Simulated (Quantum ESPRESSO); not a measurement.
Crystal: SiO.

```
Si O
1.0
     0.00000    2.43364    2.43364
     2.43364    0.00000    2.43364
     2.43364    2.43364    0.00000
Si O
1 1
Cartesian
  3.6505 3.6505 3.6505
  0.0000 0.0000 0.0000
```

The cell was built by a generator and needn't be a form met in nature.

Base run:

| Property | Result |
| --- | --- |
| Program | Quantum ESPRESSO 7.5 |
| Functional | optB88-vdW |
| Potentials or basis | SG15 PBE 1.2 |
| Cutoff | 1197 eV |
| Density cutoff | 4789 eV |
| k mesh | 9 × 9 × 9 |
| Occupations | fermi-dirac, width 0.05 eV |
| Spin | no spin polarisation |

Its results: band gap on the k mesh none (metal or under the smearing width); pressure 1.8 GPa.

Task: The run is repeated on the same cell with these changes: functional from optB88-vdW to PBE. What comes out?

Result: Band gap on the k mesh none (metal or under the smearing width); pressure 0.0 GPa.

Caveats: the potentials were made for another functional, which shifts forces and pressure (some runs); some levels on the path didn't converge (some runs).
